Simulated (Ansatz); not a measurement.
**ReBi (zincblende): other levels of theory at one geometry**

Aim: keep the cell of ReBi (zincblende) fixed and change the level of theory, to see how the gap and the pressure move. This structure was made by substitution into a known type, so it needn't be the compound's stable form.

Program: Ansatz 0.2.0. Level of theory: DFT at several levels, plane waves, PAW. These are calculated values, not measurements.

1 further run of the same task is left out (set aside as unsound or not needed). Runs told in other sessions of the task aren't counted.

**1. The starting structure**

The structure is cubic, space group F-43m (No. 216). Conventional cell: a = 6.220 Å, b = 6.220 Å, c = 6.220 Å, α = 90.00°, β = 90.00°, γ = 90.00°. Around Re (site symmetry -43m) lie 4 Bi at 2.69 Å. Bi (site symmetry -43m) has 4 Re at 2.69 Å in its first shell of neighbours.

Coordinates:

```cif
data_structure
_symmetry_space_group_name_H-M 'F-43m'
_symmetry_Int_Tables_number 216
_cell_length_a 6.2195
_cell_length_b 6.2195
_cell_length_c 6.2195
_cell_angle_alpha 90.000
_cell_angle_beta 90.000
_cell_angle_gamma 90.000
_cell_volume 240.59
loop_
_atom_site_label
_atom_site_type_symbol
_atom_site_symmetry_multiplicity
_atom_site_Wyckoff_symbol
_atom_site_fract_x
_atom_site_fract_y
_atom_site_fract_z
_atom_site_occupancy
Re1 Re 4 a 0.00000 0.00000 0.00000 1
Bi1 Bi 4 d 0.25000 0.25000 0.75000 1
```

An earlier run at PBE left this cell at 30.073 Å³/atom and 0.00 GPa (10×10×10 mesh), no gap.

Levels to run: PBE+SOC; r²SCAN; PBEsol; LDA. Hardware: 2 threads of Arm Neoverse V2, shared host.

**2. PBE+SOC**

File input.yaml:

```yaml
crystal:
  lattice:
    - [0.0, 3.1097581038, 3.1097581038]
    - [3.1097581038, 0.0, 3.1097581038]
    - [3.1097581038, 3.1097581038, 0.0]
  atoms:
    - { symbol: Re, position: [0.0, 0.0, 0.0] }
    - { symbol: Bi, position: [0.25, 0.25, 0.25] }
basis:
  ecutwfc: 420
  ecutrho_ratio: 4
kpoints:
  mp_grid: { grid: [10, 10, 10] }
hamiltonian:
  xc: pbe
scf:
  occupations: { method: gaussian, width: 0.05 }
output:
  forces: true
  stress: true
  eigenvalues: true
  populations: true
  dos: { projected: true, de: 0.02 }
  write_density: true
  write_potential: true
  elf: true
  volumetric_format: npy
magnetization:
  noncollinear: true
  spin_orbit: true
```

On the command line:

```bash
$ ansatz run input.yaml --threads 2 --pin off --max-ram 2662MiB --backend cpu --events-out ev --progress --plain --runs-dir out
```

After this run come: r²SCAN; PBEsol; LDA.

**Question.** What will these runs give? Wanted: for each run, pressure.

As calculated:

| level | mesh | gap on the mesh (eV) | pressure (GPa) | time |
| --- | --- | --- | --- | --- |
| PBE | 10×10×10 | metal | 0.0 | 20 s* |
| LDA | 10×10×10 | metal | -5.3 | 2.6 s |
| PBEsol | 10×10×10 | metal | -3.4 | 2.7 s |
| PBE+SOC | 10×10×10 | metal | 0.5 | 17 s* |
| r²SCAN | 10×10×10 | metal | -1.9 | 7.3 s |

Times are on 2 threads of Arm Neoverse V2, shared host. * Includes bands or densities of states.

The pressure runs from -5.3 GPa (LDA) to 0.5 GPa (PBE+SOC); a negative pressure means that level wants a smaller cell, a positive one a larger cell. Every level gives a metal. Total energies of different levels have different zeros and can't be compared.
